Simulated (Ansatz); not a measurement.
# WN (quartet): the correlation ladder, def2-SVP

Aim: climb from Hartree-Fock through coupled cluster and multireference methods for WN (quartet) at one geometry and basis, and see what each rung misses.

Method: def2-SVP, core rule «outside noble gas», up to 5 orbitals frozen; program: Ansatz 0.2.0, Gaussian basis.

The runs, in order: UHF; CCSD(T) on ROHF; CCSD(T) on UHF; CISD as a restricted active space (open shells left free, so some higher excitations enter); CCSDT(Q) on ROHF; CCSDT(Q) on UHF; CASSCF and MRCISD+Q, 11 electrons in 10 orbitals; CASSCF and NEVPT2, 11 electrons in 10 orbitals.

20 further runs of the same task are left out: 6 that didn't finish, 14 set aside as unsound or not needed. Runs told in other sessions of the task aren't counted.

### 1 The system

The geometry is a PBE0/def2-TZVP stationary point (not a proven minimum) of the parent state, kept for this charge and spin. No spin-orbit coupling is included. Elements past krypton take def2 core potentials.

2 atoms, charge 0, spin multiplicity 4.

Atoms are counted from 1 here; the program's logs count them from 0.

Bond lengths: W1–N2 1.844 Å.

In the tables R marks a restricted open-shell determinant and U an unrestricted one; 'valence' is the active space of 11 electrons in 10 orbitals; energies count from the table's Hartree-Fock row.

### 2 UHF

in.yaml reads:

```yaml
crystal:
  periodic: [false, false, false]
  atoms:
    - {symbol: W, position_ang: [0.000000, 0.000000, 0.000000]}
    - {symbol: N, position_ang: [0.000000, 0.000000, 1.843600]}
basis:
  gaussian: {orbitals: def2-SVP}
magnetization: {spin_polarized: true, initial_magnetization: 3}
hamiltonian: {xc: hf}
output: {orbitals: {seedname: orbitals}}
```

The run is started by

```
ansatz run in.yaml --threads 1 --pin off --events-out ev --progress --plain --max-ram 2393MiB
```

The log of the run:

```text
Functional definition: HF
  name "HF"
  cite "Fock, Z. Phys. 61, 126 (1930) doi:10.1007/BF01340294"
  parent pbe
  exchange = exact_x
  correlation = 0
457 factors; integrals over basis functions are off by at most 1.2e-3 eV
mean field evaluation 1: about -3274.7961 eV, gradient 4.0e1 eV
mean field evaluation 2: about -3274.8020 eV, gradient 4.0e1 eV
mean field evaluation 4: about -3282.6442 eV, gradient 3.2e0 eV
mean field evaluation 8: about -3282.8000 eV, gradient 1.2e0 eV
mean field evaluation 16: about -3285.2273 eV, gradient 3.3e-2 eV
mean field evaluation 32: about -2929.0922 eV, gradient 3.4e2 eV
mean field evaluation 64: about -3285.2193 eV, gradient 2.3e-1 eV
mean field evaluation 96: about -3274.4941 eV, gradient 5.3e0 eV
mean field evaluation 128: about -3285.2273 eV, gradient 1.8e-2 eV
mean field evaluation 160: about -3280.0779 eV, gradient 1.6e1 eV
mean field evaluation 192: about -3279.7565 eV, gradient 4.1e0 eV
mean field evaluation 224: about -3282.7721 eV, gradient 6.3e-5 eV
mean field evaluation 256: about -3275.0897 eV, gradient 1.2e1 eV
mean field -3285.22728933 eV, -120.7298760758 hartree, gradient 1.5e-5 eV, S^2 5.198157; 7 other end points of the search recorded, 0 dependent functions left out
reference -3285.22728933 eV, -120.7298760758 hartree; 12, 9 occupied and 34, 37 virtual orbitals, 457 factors
Total energy: -3285.22728933 eV, -120.7298760758 hartree
```

It took 2 s on 1 thread of Arm Neoverse V1, shared host.

From the report: ⟨S²⟩ of the determinant 5.198 (pure quartet: 3.75). The determinant of HF (⟨S²⟩ 5.20) is far from a pure spin state, so its energy mixes those of several spin states; that is harmless only where they are near-degenerate.

### 3 CCSD(T) on ROHF

in.yaml reads:

```yaml
crystal:
  periodic: [false, false, false]
  atoms:
    - {symbol: W, position_ang: [0.000000, 0.000000, 0.000000]}
    - {symbol: N, position_ang: [0.000000, 0.000000, 1.843600]}
basis:
  gaussian: {orbitals: def2-SVP}
magnetization: {spin_polarized: false, initial_magnetization: 3}
correlation: {method: ccsd_t, electrons: outside_noble_gas}
```

Same command.

The log of the run, cut to the lines that bear on the results:

```text
Functional definition: HF
  name "HF"
  cite "Fock, Z. Phys. 61, 126 (1930) doi:10.1007/BF01340294"
  parent pbe
[...]
457 factors; integrals over basis functions are off by at most 1.2e-3 eV
[...]
mean field -3282.82597358 eV, -120.6416293496 hartree, gradient 5.9e-6 eV, S^2 3.750000; 24 other end points of the search recorded, 0 dependent functions left out
[...]
determinant -3282.82597358 eV, -120.6416293496 hartree, with singles and doubles -3292.12664114 eV, -120.9834225785 hartree
determinant -3281.69142102 eV, -120.5999353122 hartree, with singles and doubles -3289.74652888 eV, -120.8959550659 hartree
determinant -3281.05398502 eV, -120.5765099713 hartree, with singles and doubles -3289.80540675 eV, -120.8981187880 hartree
determinant -3280.95857644 eV, -120.5730037705 hartree, with singles and doubles -3289.21906967 eV, -120.8765712976 hartree
[...]
determinant -3279.65604742 eV, -120.5251367118 hartree, with singles and doubles -3287.12003666 eV, -120.7994332572 hartree
determinant -3279.49688929 eV, -120.5192877586 hartree, with singles and doubles -3288.15330501 eV, -120.8374051689 hartree
determinant -3279.33521720 eV, -120.5133464189 hartree, with singles and doubles -3285.72188052 eV, -120.7480519669 hartree
unrestricted determinant -3285.22728933 eV, -120.7298760758 hartree, S^2 5.1982
5 core orbitals not correlated: weight in the atoms' cores, before any rotation towards them, 0.993 or more for the frozen orbitals, at most 0.004 for the correlated occupied ones
reference -3282.82597358 eV, -120.6416293496 hartree; 7, 4 occupied and 34, 37 virtual orbitals, 457 factors
second order -10.57575041 eV of doubles, -0.05169690 eV of singles
cycle   1  -9.30307626 eV  change   -2.4e-3 eV  update   9.5e-3
[...]
cycle  12  -9.32102208 eV  change    3.7e-6 eV  update   6.1e-6
perturbative correction -0.69031687 eV, -0.0253686770 hartree
Total energy: -3292.83731253 eV, -121.0095392700 hartree
```

Run time: 15 s. Hardware: 1 thread of Arm Neoverse V1, shared host.

From the report: correlation -10.0113 eV; T1 0.069; largest double amplitude 0.11.

### 4 CCSD(T) on UHF

Edit in.yaml of step 3 so:

```diff
@@ -7,3 +7,3 @@
   gaussian: {orbitals: def2-SVP}
-magnetization: {spin_polarized: false, initial_magnetization: 3}
+magnetization: {spin_polarized: true, initial_magnetization: 3}
 correlation: {method: ccsd_t, electrons: outside_noble_gas}
```

Launched as before.

The log of the run, cut to the lines that bear on the results:

```text
Functional definition: HF
  name "HF"
  cite "Fock, Z. Phys. 61, 126 (1930) doi:10.1007/BF01340294"
  parent pbe
[...]
457 factors; integrals over basis functions are off by at most 1.2e-3 eV
[...]
mean field -3285.22728933 eV, -120.7298760758 hartree, gradient 2.4e-6 eV, S^2 5.198158; 15 other end points of the search recorded, 0 dependent functions left out
determinant -3285.22728933 eV, -120.7298760758 hartree, with singles and doubles -3292.32067468 eV, -120.9905531794 hartree
determinant -3282.95466298 eV, -120.6463585978 hartree, with singles and doubles -3291.93117525 eV, -120.9762393395 hartree
determinant -3282.78078920 eV, -120.6399688543 hartree, with singles and doubles -3288.85031087 eV, -120.8630196615 hartree
determinant -3282.44917825 eV, -120.6277823768 hartree, with singles and doubles -3289.80661455 eV, -120.8981631736 hartree
[...]
determinant -3282.04679656 eV, -120.6129951223 hartree, with singles and doubles -3289.79412458 eV, -120.8977041757 hartree
determinant -3285.22728933 eV, -120.7298760758 hartree, with singles and doubles -3292.39633605 eV, -120.9933336836 hartree
determinant -3282.95466298 eV, -120.6463585978 hartree, with singles and doubles -3292.11360553 eV, -120.9829435287 hartree
determinant -3282.77208814 eV, -120.6396490962 hartree, with singles and doubles -3292.15088873 eV, -120.9843136610 hartree
5 core orbitals not correlated: weight in the atoms' cores, before any rotation towards them, 0.987 or more for the frozen orbitals, at most 0.010 for the correlated occupied ones
reference -3285.22728933 eV, -120.7298760758 hartree; 7, 4 occupied and 34, 37 virtual orbitals, 457 factors
second order -5.75350740 eV of doubles, -0.00000000 eV of singles
cycle   1  -7.16904263 eV  change    4.1e-6 eV  update   2.6e-6
cycle   2  -7.16903781 eV  change    4.8e-6 eV  update   1.9e-6
perturbative correction -0.42757483 eV, -0.0157130851 hartree
Total energy: -3292.82390196 eV, -121.0090464410 hartree
```

Run time: 9.5 s. Hardware: 1 thread of Arm Neoverse V1, shared host.

From the report: ⟨S²⟩ of the determinant 5.198 (pure quartet: 3.75); correlation -7.5966 eV; T1 0.110; largest double amplitude 0.13. The determinant of CCSD(T) (⟨S²⟩ 5.20) is far from a pure spin state, so its energy mixes those of several spin states; high orders of coupled cluster remove much of that, low ones don't.

### 5 CISD as a restricted active space (open shells left free, so some higher excitations enter)

in.yaml reads:

```yaml
crystal:
  periodic: [false, false, false]
  atoms:
    - {symbol: W, position_ang: [0.000000, 0.000000, 0.000000]}
    - {symbol: N, position_ang: [0.000000, 0.000000, 1.843600]}
basis:
  gaussian: {orbitals: def2-SVP}
magnetization: {spin_polarized: false, initial_magnetization: 3}
correlation: {active_space: {ras: {orbitals: [4, 3, 34], electrons: 11, max_holes: 2, max_particles: 2}, fixed_orbitals: true}}
```

Same command.

The log of the run, cut to the lines that bear on the results:

```text
Functional definition: HF
  name "HF"
  cite "Fock, Z. Phys. 61, 126 (1930) doi:10.1007/BF01340294"
  parent pbe
[...]
457 factors; integrals over basis functions are off by at most 1.2e-3 eV
[...]
mean field -3282.82597358 eV, -120.6416293496 hartree, gradient 5.9e-6 eV, S^2 3.750000; 12 other end points of the search recorded, 0 dependent functions left out
reference -3282.82597358 eV, -120.6416293496 hartree; 12, 9 occupied and 34, 37 virtual orbitals, 457 factors
state -3291.05173679 eV, -120.9439205720 hartree
Total energy: -3291.05173679 eV, -120.9439205720 hartree
```

Run time: 25 s. Hardware: 1 thread of Arm Neoverse V1, shared host.

From the report: 62,354 determinants.

### 6 CCSDT(Q) on ROHF

Edit in.yaml of step 5 so:

```diff
@@ -8,2 +8,2 @@
 magnetization: {spin_polarized: false, initial_magnetization: 3}
-correlation: {active_space: {ras: {orbitals: [4, 3, 34], electrons: 11, max_holes: 2, max_particles: 2}, fixed_orbitals: true}}
+correlation: {method: ccsdt_q, electrons: outside_noble_gas}
```

Same command.

The log of the run, cut to the lines that bear on the results:

```text
Functional definition: HF
  name "HF"
  cite "Fock, Z. Phys. 61, 126 (1930) doi:10.1007/BF01340294"
  parent pbe
[...]
842 factors; integrals over basis functions are off by at most 1.9e-7 eV
[...]
mean field -3282.82606894 eV, -120.6416328540 hartree, gradient 5.9e-6 eV, S^2 3.750000; 24 other end points of the search recorded, 0 dependent functions left out
[...]
determinant -3282.82606894 eV, -120.6416328540 hartree, with singles and doubles -3292.12669508 eV, -120.9834245606 hartree
determinant -3281.69151437 eV, -120.5999387425 hartree, with singles and doubles -3289.74660716 eV, -120.8959579427 hartree
determinant -3281.05407898 eV, -120.5765134243 hartree, with singles and doubles -3289.80547866 eV, -120.8981214306 hartree
determinant -3280.95866621 eV, -120.5730070696 hartree, with singles and doubles -3289.21914210 eV, -120.8765739593 hartree
[...]
determinant -3279.65613984 eV, -120.5251401082 hartree, with singles and doubles -3287.12012587 eV, -120.7994365355 hartree
determinant -3279.49698313 eV, -120.5192912070 hartree, with singles and doubles -3288.15338155 eV, -120.8374079817 hartree
determinant -3279.33530182 eV, -120.5133495286 hartree, with singles and doubles -3285.72197681 eV, -120.7480555054 hartree
unrestricted determinant -3285.22735157 eV, -120.7298783630 hartree, S^2 5.1982
5 core orbitals not correlated: weight in the atoms' cores, before any rotation towards them, 0.993 or more for the frozen orbitals, at most 0.004 for the correlated occupied ones
reference -3282.82606894 eV, -120.6416328540 hartree; 7, 4 occupied and 34, 37 virtual orbitals, 842 factors
second order -10.57573975 eV of doubles, -0.05169574 eV of singles
cycle   1  -7.47119113 eV  change     3.2e0 eV  update   3.6e-1
[...]
cycle  29  -10.01454427 eV  change   -2.8e-7 eV  update   4.8e-7
perturbative correction -0.09053015 eV, -0.0033269215 hartree
Total energy: -3292.93114335 eV, -121.0129874893 hartree
```

Wall time 59 s (1 thread of Arm Neoverse V1, shared host); peak memory 0.5 GiB.

From the report: correlation -10.1051 eV; T1 0.061; largest double amplitude 0.12.

### 7 CCSDT(Q) on UHF

Edit in.yaml of step 6 so:

```diff
@@ -7,3 +7,3 @@
   gaussian: {orbitals: def2-SVP}
-magnetization: {spin_polarized: false, initial_magnetization: 3}
+magnetization: {spin_polarized: true, initial_magnetization: 3}
 correlation: {method: ccsdt_q, electrons: outside_noble_gas}
```

Same command.

The log of the run, cut to the lines that bear on the results:

```text
Functional definition: HF
  name "HF"
  cite "Fock, Z. Phys. 61, 126 (1930) doi:10.1007/BF01340294"
  parent pbe
[...]
842 factors; integrals over basis functions are off by at most 1.9e-7 eV
[...]
mean field -3285.22735157 eV, -120.7298783630 hartree, gradient 2.1e-6 eV, S^2 5.198151; 15 other end points of the search recorded, 0 dependent functions left out
determinant -3285.22735157 eV, -120.7298783630 hartree, with singles and doubles -3292.32072965 eV, -120.9905551996 hartree
determinant -3282.95476281 eV, -120.6463622668 hartree, with singles and doubles -3291.93123881 eV, -120.9762416751 hartree
determinant -3282.78086191 eV, -120.6399715264 hartree, with singles and doubles -3288.85038023 eV, -120.8630222107 hartree
determinant -3282.44925471 eV, -120.6277851865 hartree, with singles and doubles -3289.80668756 eV, -120.8981658569 hartree
[...]
determinant -3285.22735157 eV, -120.7298783630 hartree, with singles and doubles -3292.39639139 eV, -120.9933357171 hartree
determinant -3282.95476281 eV, -120.6463622668 hartree, with singles and doubles -3292.11366853 eV, -120.9829458438 hartree
determinant -3282.77218740 eV, -120.6396527440 hartree, with singles and doubles -3292.15094722 eV, -120.9843158103 hartree
5 core orbitals not correlated: weight in the atoms' cores, before any rotation towards them, 0.987 or more for the frozen orbitals, at most 0.010 for the correlated occupied ones
reference -3285.22735157 eV, -120.7298783630 hartree; 7, 4 occupied and 34, 37 virtual orbitals, 842 factors
second order -5.75350438 eV of doubles, -0.00000000 eV of singles
cycle   1  -5.88624315 eV  change   -1.3e-1 eV  update   1.6e-1
[...]
cycle  29  -7.70091328 eV  change   -1.2e-6 eV  update   1.1e-6
perturbative correction -0.10361925 eV, -0.0038079373 hartree
Total energy: -3293.03188410 eV, -121.0166896436 hartree
```

Run time: 46 s. Hardware: 1 thread of Arm Neoverse V1, shared host; peak memory 0.42 GiB.

From the report: ⟨S²⟩ of the determinant 5.198 (pure quartet: 3.75); correlation -7.8045 eV; T1 0.123; largest double amplitude 0.15. The determinant of CCSDT(Q) (⟨S²⟩ 5.20) is far from a pure spin state, so its energy mixes those of several spin states; high orders of coupled cluster remove much of that, low ones don't.

### 8 CASSCF and MRCISD+Q, 11 electrons in 10 orbitals

in.yaml reads:

```yaml
crystal:
  periodic: [false, false, false]
  atoms:
    - {symbol: W, position_ang: [0.000000, 0.000000, 0.000000]}
    - {symbol: N, position_ang: [0.000000, 0.000000, 1.843600]}
basis:
  gaussian: {orbitals: def2-SVP}
magnetization: {spin_polarized: false, initial_magnetization: 3}
correlation: {method: fic_mrcisd_q, electrons: outside_noble_gas, active_space: {window: {electrons: 11, orbitals: 10}, shells: [{species: "N", l: s, shell: 2}, {species: "N", l: p, shell: 2}, {species: W, l: s, shell: 6}, {species: W, l: d, shell: 5}]}}
```

Launched as before.

The log of the run, cut to the lines that bear on the results:

```text
Functional definition: HF
  name "HF"
  cite "Fock, Z. Phys. 61, 126 (1930) doi:10.1007/BF01340294"
  parent pbe
[...]
842 factors; integrals over basis functions are off by at most 1.9e-7 eV
[...]
mean field -3282.82606894 eV, -120.6416328540 hartree, gradient 5.9e-6 eV, S^2 3.750000; 12 other end points of the search recorded, 0 dependent functions left out
reference -3282.82606894 eV, -120.6416328540 hartree; 12, 9 occupied and 34, 37 virtual orbitals, 842 factors
state -3288.08572631 eV, -120.8349216974 hartree
contracted CI cycle   1: correlation 0.00000000 eV, 0.0000000000 hartree, residual 1.96e1 eV
contracted CI cycle   2: correlation -4.36614731 eV, -0.1604529543 hartree, residual 3.57e0 eV
contracted CI cycle   3: correlation -4.52156765 eV, -0.1661645462 hartree, residual 7.92e-1 eV
contracted CI cycle   4: correlation -4.53038890 eV, -0.1664887213 hartree, residual 2.85e-1 eV
contracted CI cycle   5: correlation -4.53146966 eV, -0.1665284383 hartree, residual 9.21e-2 eV
contracted CI cycle   6: correlation -4.53159160 eV, -0.1665329198 hartree, residual 2.95e-2 eV
contracted CI cycle   7: correlation -4.53160552 eV, -0.1665334313 hartree, residual 1.06e-2 eV
contracted CI cycle   8: correlation -4.53160724 eV, -0.1665334946 hartree, residual 3.17e-3 eV
contracted CI cycle   9: correlation -4.53160741 eV, -0.1665335007 hartree, residual 1.06e-3 eV
state -3288.08572631 eV, -120.8349216974 hartree; corrected -3292.92007645 eV, -121.0125807882 hartree
Total energy: -3292.92007645 eV, -121.0125807882 hartree
Checks for a lower state left out: starts, orbital_swaps
```

Wall time 12 s (1 thread of Arm Neoverse V1, shared host); peak memory 0.56 GiB.

From the report: 6,352 determinants; active occupations 1.99, 1.92, 1.86, 1.86, 1.00, 1.00, 1.00, 0.14, 0.14, 0.08.

### 9 CASSCF and NEVPT2, 11 electrons in 10 orbitals

in.yaml reads:

```yaml
crystal:
  periodic: [false, false, false]
  atoms:
    - {symbol: W, position_ang: [0.000000, 0.000000, 0.000000]}
    - {symbol: N, position_ang: [0.000000, 0.000000, 1.843600]}
basis:
  gaussian: {orbitals: def2-SVP}
magnetization: {spin_polarized: false, initial_magnetization: 3}
correlation: {method: sc_nevpt2, electrons: outside_noble_gas, active_space: {window: {electrons: 11, orbitals: 10}, shells: [{species: "N", l: s, shell: 2}, {species: "N", l: p, shell: 2}, {species: W, l: s, shell: 6}, {species: W, l: d, shell: 5}]}}
```

The command is unchanged.

The log of the run, cut to the lines that bear on the results:

```text
Functional definition: HF
  name "HF"
  cite "Fock, Z. Phys. 61, 126 (1930) doi:10.1007/BF01340294"
  parent pbe
[...]
842 factors; integrals over basis functions are off by at most 1.9e-7 eV
[...]
mean field -3282.82606894 eV, -120.6416328540 hartree, gradient 5.9e-6 eV, S^2 3.750000; 12 other end points of the search recorded, 0 dependent functions left out
reference -3282.82606894 eV, -120.6416328540 hartree; 12, 9 occupied and 34, 37 virtual orbitals, 842 factors
state -3288.08572631 eV, -120.8349216974 hartree
state -3288.08572631 eV, -120.8349216974 hartree; corrected -3291.98764040 eV, -120.9783143953 hartree
Total energy: -3291.98764040 eV, -120.9783143953 hartree
Checks for a lower state left out: starts, orbital_swaps
```

Wall time 8 s (1 thread of Arm Neoverse V1, shared host).

From the report: 6,352 determinants; active occupations 1.99, 1.92, 1.86, 1.86, 1.00, 1.00, 1.00, 0.14, 0.14, 0.08.

### 10 Natural occupations

Natural occupations of the CASSCF valence state about the gap (report; correlated orbitals 1 to 10): 1.994, 1.915, 1.861, 1.861, 1.000, 1.000, 1.000, 0.142, 0.142, 0.085. The count of effectively unpaired electrons, Σ n²(2 − n)², is 3.32; a single determinant of this spin has 3.

### 11 All levels against the top one

No level here is safe as a reference; RCCSDT(Q) serves as a yardstick only. Rows without a time are mean-field rows or come out of runs for another level: lower rungs of the coupled-cluster runs, CASSCF and MRCISD of the multireference runs, or the Hartree-Fock search.

| method | energy from the lowest ROHF (kJ/mol) | from RCCSDT(Q) (kJ/mol) | time |
| --- | --- | --- | --- |
| ROHF | 0.0 | +975.0 |  |
| UHF | -231.7 | +743.3 |  |
| RMP2 | -1025.4 | -50.4 |  |
| UMP2 | -786.8 | +188.2 |  |
| RCCSD | -899.3 | +75.7 |  |
| UCCSD | -923.4 | +51.6 |  |
| RCCSD(T) | -965.9 | +9.1 | 15 s |
| UCCSD(T) | -964.7 | +10.3 | 9.5 s |
| RCCSDT | -966.3 | +8.7 |  |
| UCCSDT | -974.7 | +0.3 |  |
| RCCSDT(Q) | -975.0 | 0 | 59 s |
| UCCSDT(Q) | -984.7 | -9.7 | 46 s |
| CASSCF valence | -507.5 | +467.5 |  |
| NEVPT2 valence | -884.0 | +91.0 | 8 s |
| MRCISD valence | -944.7 | +30.3 |  |
| MRCISD+Q valence | -973.9 | +1.1 | 12 s |

Among the levels timed on like hardware and quicker than the yardstick, those that no quicker one beats, quickest first: NEVPT2 valence (8 s, +91.0 kJ/mol); UCCSD(T) (9.5 s, +10.3 kJ/mol); MRCISD+Q valence (12 s, +1.1 kJ/mol).

Not comparable, so not listed: CISD as a restricted active space (open shells left free, so some higher excitations enter) (they don't share determinant, frozen orbitals or solution with the rows shown, or repeat one).

### 12 Summary of results

```
                       quantity          value
  RCCSDT(Q) from the ROHF energy    -10.1052 eV
            RMP2 from RCCSDT(Q)   -50.4 kJ/mol
            UMP2 from RCCSDT(Q)  +188.2 kJ/mol
           RCCSD from RCCSDT(Q)   +75.7 kJ/mol
        RCCSD(T) from RCCSDT(Q)    +9.1 kJ/mol
        UCCSD(T) from RCCSDT(Q)   +10.3 kJ/mol
       UCCSDT(Q) from RCCSDT(Q)    -9.7 kJ/mol
  NEVPT2 valence from RCCSDT(Q)   +91.0 kJ/mol
MRCISD+Q valence from RCCSDT(Q)    +1.1 kJ/mol
                  T1 diagnostic          0.069
 effectively unpaired electrons           3.32
```

What this shows: RCCSD(T) misses by +9.1 kJ/mol, 0.9 % of the correlation energy. The occupations show static correlation (3.32 effectively unpaired electrons where one determinant has 3). Warnings: spin contamination; large T1 diagnostic.
